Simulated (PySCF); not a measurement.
# [Er(NH3)]3+: other functionals and bases at one geometry

An exercise on one series of results from a longer session: the logs are not shown, and one member is left open.

Method: several levels, as the steps say, no spin–orbit coupling; program: PySCF 2.14.0.

1 further run of the same task is left out (for a known fault of the program).

### The starting structure

5 atoms, charge 3, spin multiplicity 1.

Bond lengths: Er1–N2 2.284 Å, N2–H3 1.049 Å, N2–H4 1.049 Å, N2–H5 1.049 Å. Angles: Er1–N2–H3 116.1°, Er1–N2–H4 116.1°, Er1–N2–H5 116.1°, H3–N2–H4 102.1°, H3–N2–H5 102.1°, H4–N2–H5 102.1°.

Coordinates:

```
atom    x (Å)    y (Å)    z (Å)
 Er1   0.0000   0.0000  -0.1167
  N2   0.0000   0.0000   2.1671
  H3   0.9419   0.0000   2.6285
  H4  -0.4710   0.8157   2.6285
  H5  -0.4709  -0.8158   2.6285
```

Formal oxidation states: Er +3. Each metal's 11 4f electrons lie in its core potential, so multiplicities, spins and levels count the valence alone. An earlier session relaxed this geometry at PBE0, Er lcecp-1-SVP with ECP57, N def2-SVP, H def2-SVP (singlet, point group C3v).

At PBE0 on the finer grid: E = -93.349599 Eh, HOMO -28.18 eV, LUMO -20.43 eV, Mulliken charge on Er1 +2.46 e, largest force component 0.006 eV/Å. 

Levels to run: wB97X; BLYP; PBE0, TZVP. Hardware: 2 threads of Arm Neoverse V1, shared host.

The first run:

The input, run.py (the lines that set the calculation):

```python
mol = gto.M(atom='''
Er     0.00000     0.00000    -0.11672
N      0.00000     0.00000     2.16711
H      0.94193     0.00004     2.62852
H     -0.47100     0.81572     2.62852
H     -0.47094    -0.81576     2.62852''',
    basis={'Er': 'lcecp-1-SVP', 'N': 'def2-SVP', 'H': 'def2-SVP'},
    ecp={'Er': 'lcecp-1-SVP'},
    charge=3, spin=0)
mf = dft.RKS(mol, xc='WB97X')
mf.grids.atom_grid = (75, 302)  # f atoms: unpruned, at least (60, 302)
mf = mf.density_fit()  # fitting sets: Er AutoAux, N def2-universal-JKFIT, H def2-universal-JKFIT
mf.conv_tol = 1e-08; mf.max_cycle = 55
mf.kernel(dm0)  # dm0: the density of the relaxed state
```

Started as:

```sh
OMP_NUM_THREADS=2 python run.py
```

Steps of the session up to this table: wB97X; BLYP; PBE0, TZVP.

One table of the session follows, with a row left open; its other results are not shown here.

| level | HOMO (eV) | gap (eV) | charge on Er1 (e) | dipole (D) | largest force component (eV/Å) |
| --- | --- | --- | --- | --- | --- |
| PBE0 (relaxed here) | -28.18 | 7.76 | 2.46 | 4.02 | 0.01 |
| wB97X | -30.50 | 12.77 | 2.49 | 3.67 | 0.15 |
| BLYP | -26.64 | 5.04 | 2.39 | 4.37 | 0.41 |
| PBE0, TZVP | ? | ? | ? | ? | ? |

Q: Estimate the row for PBE0, TZVP from the others.

As computed: HOMO (eV): -28.09; gap (eV): 7.71; charge on Er1 (e): 2.55; dipole (D): 4.09; largest force component (eV/Å): 0.31. In the column «HOMO (eV)» it lies between PBE0 (relaxed here) (-28.18) and BLYP (-26.64).

The dipole of a charged species depends on the origin, so these sizes hold for this origin alone.

In one basis the HOMO–LUMO gap runs from 5.04 eV (BLYP) to 12.77 eV (wB97X). The largest leftover force, 0.41 eV/Å with BLYP, stands at a geometry relaxed at another level. With 4f in the core, its levels are missing from HOMO and gap, and its count is fixed, so no charge can pass from the ligands into it. Total energies of different levels can't be compared.
